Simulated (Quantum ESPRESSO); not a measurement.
# NbTe in Quantum ESPRESSO: the effect of target pressure

Crystal: NbTe.

```xyz
2
Lattice="3.7030 0.0000 0.0000 -1.8515 3.2069 0.0000 0.0000 0.0000 3.6942" Properties=species:S:1:pos:R:3 pbc="T T T"
Te    1.8515    1.0690    0.0000
Nb    0.0000    0.0000    1.8471
```

The cell comes from a database or a generator and needn't be the stable form of this composition.

Alike in all runs:

```yaml
Program: Quantum ESPRESSO 7.5
Task: relaxation of cell and atoms
Functional: PBEsol
Potentials_or_basis: GBRV 1.5 PBEsol
Cutoff: 707 eV
Density_cutoff: 5633 eV
k_mesh: 8 × 8 × 7
Occupations: fermi-dirac, width 0.05 eV
Spin: no spin polarisation
```

Each run relaxes the cell or the atoms first.

| target pressure | relaxed volume (Å³/atom) |
| --- | --- |
| 0 GPa | 21.10 |
| 2 GPa | 20.79 |
| 5 GPa | 20.37 |
| 10 GPa | 19.75 |
| 20 GPa | 18.76 |
| 30 GPa | ? |

What does the run with target pressure 30 GPa give?

Relaxed volume 17.96 Å³/atom.

Worked out: In Murnaghan's law V^(-B') rises as a straight line in P. The other rows fit best with B' = 4.2, V0 = 21.10 Å³/atom and B0 = 132 GPa, which gives 17.98 Å³/atom at 30 GPa, against the run's 17.96.

Caveats: the volume moved by over 15 % at a fixed basis, so the end points are rough (some runs).
